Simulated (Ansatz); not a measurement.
**LaNiF6 (element-swapped structure): how the settings move a single-point run**

Aim: see which settings change the result for LaNiF6 (element-swapped structure), by how much, and at what cost.

Computed with Ansatz 0.2.0 (reference: DFT r2SCAN, plane waves, PAW, scalar-relativistic, no spin polarisation, unless a step's input says otherwise).

### Step 1. The system as given

The structure is trigonal, space group R-3m (No. 166). The conventional cell has a = 7.146 Å, b = 7.146 Å, c = 6.724 Å, α = 90.00°, β = 90.00°, γ = 120.00°. La (site symmetry -3m) is surrounded by 12 F at 2.64 to 2.75 Å. Around Ni (site symmetry -3m) lie 6 F at 1.82 Å. F (site symmetry m) has 1 Ni at 1.82 Å as nearest neighbours.

Structure file:

```xyz
8
Lattice="3.5732 2.0630 2.2414 -3.5732 2.0630 2.2414 0.0000 -4.1260 2.2414" Properties=species:S:1:pos:R:3 pbc="T T T"
La    0.0000    0.0000    3.3621
Ni    0.0000    0.0000    0.0000
F    -2.2869    1.3203    3.2904
F     0.0000   -2.6407    3.2904
F     2.2869    1.3203    3.2904
F     2.2869   -1.3203    3.4338
F    -2.2869   -1.3203    3.4338
F     0.0000    2.6407    3.4338
```

### Step 2. Baseline

input.yaml

```yaml
crystal:
  lattice:
    - [3.573241, 2.063014, 2.241403]
    - [-3.573241, 2.063014, 2.241403]
    - [0.0, -4.126027, 2.241403]
  atoms:
    - { symbol: La, position: [0.5, 0.5, 0.5] }
    - { symbol: Ni, position: [0.0, 0.0, 0.0] }
    - { symbol: F, position: [0.276, 0.916, 0.276] }
    - { symbol: F, position: [0.276, 0.276, 0.916] }
    - { symbol: F, position: [0.916, 0.276, 0.276] }
    - { symbol: F, position: [0.724, 0.084, 0.724] }
    - { symbol: F, position: [0.084, 0.724, 0.724] }
    - { symbol: F, position: [0.724, 0.724, 0.084] }
  symmetry: { tolerance: 0.0003 }
kpoints:
  mp_grid: { grid: [4, 4, 4], shift: [0, 0, 0] }
magnetization:
  spin_polarized: false
scf:
  occupations: { method: fermi_dirac }
hamiltonian:
  pseudopotentials: { kind: paw }
  xc: r2scan
basis:
  ecutwfc: 500
output:
  forces: true
  stress: true
  eigenvalues: true
```

Launch:

```sh
ansatz run input.yaml --threads 1 --pin off --max-ram 2560MiB --backend cpu --events-out ev --progress --plain --runs-dir out
```

### Step 3. Variant: occupations.width 0.025, ecutrho_ratio 9

Edit input.yaml of step 2 so:

```diff
@@ -20,3 +20,3 @@
 scf:
-  occupations: { method: fermi_dirac }
+  occupations: { method: fermi_dirac, width: 0.025 }
 hamiltonian:
@@ -26,2 +26,3 @@
   ecutwfc: 500
+  ecutrho_ratio: 9
 output:
```

### Step 4. Changing settings: mp_grid.grid [3, 3, 3], n_extra_bands 2

Edit input.yaml of step 2 so:

```diff
@@ -16,3 +16,3 @@
 kpoints:
-  mp_grid: { grid: [4, 4, 4], shift: [0, 0, 0] }
+  mp_grid: { grid: [3, 3, 3], shift: [0, 0, 0] }
 magnetization:
@@ -21,2 +21,3 @@
   occupations: { method: fermi_dirac }
+  n_extra_bands: 2
 hamiltonian:
```

### Step 5. The same system, input altered

Edit input.yaml of step 2 so:

```diff
@@ -16,3 +16,3 @@
 kpoints:
-  mp_grid: { grid: [4, 4, 4], shift: [0, 0, 0] }
+  mp_grid: { grid: [1, 1, 1], shift: [0, 0, 0] }
 magnetization:
@@ -22,3 +22,3 @@
 hamiltonian:
-  pseudopotentials: { kind: paw }
+  pseudopotentials: { kind: paw, source: jth }
   xc: r2scan
```

### Step 7. Changed: occupations.method tetrahedron, ecutrho_ratio 4, accuracy high

Edit input.yaml of step 2 so:

```diff
@@ -20,3 +20,3 @@
 scf:
-  occupations: { method: fermi_dirac }
+  occupations: { method: tetrahedron }
 hamiltonian:
@@ -26,2 +26,3 @@
   ecutwfc: 500
+  ecutrho_ratio: 4
 output:
@@ -30 +31,2 @@
   eigenvalues: true
+accuracy: high
```

(Steps that only read results are left out.)

Q: Predict the outcome of this session. Wanted: for each run, ending; energy change; pressure; gap; force.

**Answer**, as computed:

| run | ending | energy change | pressure (GPa) | gap (eV) | force (eV/Å) | cycles | time |
| --- | --- | --- | --- | --- | --- | --- | --- |
| reference | converged | 0 | -2.3 | 0.00 | 1.14 | 9 | 6.3 s |
| 1: occupations.width 0.025, ecutrho_ratio 9 | converged | +3.1 meV/atom (σ→0) | -2.4 | 0.00 | 1.15 | 10 | 12 s |
| 2: mp_grid.grid [3, 3, 3], n_extra_bands 2 | converged | -0.3 meV/atom | -2.3 | 0.00 | 1.14 | 9 | 4.5 s |
| 3: mp_grid.grid [1, 1, 1], pseudopotentials.source jth | converged | not comparable | -2.8 | 0.00 | 0.74 | 15 | 2.7 s |
| 4: occupations.method tetrahedron, ecutrho_ratio 4, accuracy high | converged | +2.9 meV/atom (σ→0) | -2.4 | 0.00 | 1.15 | 13 | 11 s |

Residual by cycle in the longest SCF loop of each run; runs are numbered as in the table. The quantity is the density residual dr2, in eV.

| cycle | reference | run 1 | run 2 | run 3 | run 4 |
| --- | --- | --- | --- | --- | --- |
| 1 | 0.221 | 0.211 | 0.221 | 98 | 0.211 |
| 2 | 0.0303 | 0.0244 | 0.0312 | 883 | 0.0643 |
| 4 | 8.1e-4 | 7.0e-4 | 6.9e-4 | 2.58 | 0.00838 |
| 5 | 1.4e-4 | 4.7e-5 | 8.8e-5 | 2.79 | 0.00128 |
| 6 | 1.3e-4 | 8.7e-6 | 8.6e-5 | 0.805 | 1.4e-4 |
| 7 | 5.2e-5 | 6.2e-6 | 4.1e-5 | 0.154 | 3.6e-5 |
| 9 | 2.6e-8 | 2.4e-7 | 2.3e-8 | 0.0344 | 5.5e-7 |
| 10 | - | 4.4e-9 | - | 0.00882 | 3.8e-8 |
| 11 | - | - | - | 3.0e-4 | 1.2e-8 |
| 12 | - | - | - | 3.0e-5 | 6.6e-10 |
| 14 | - | - | - | 1.2e-6 | - |
| 15 | - | - | - | 5.3e-8 | - |

**Reading.** Run 3 ran under the cutoff that the potentials recommend, as the log warns, so basis error is mixed into its values, and swamps them where the cutoff is far short. The reference leaves spin out although Ni can carry a moment, so its state need not be the lowest.

The reference has limits of its own: its mesh is coarse for a cell with so small a gap or none; the structure is made up and not relaxed.
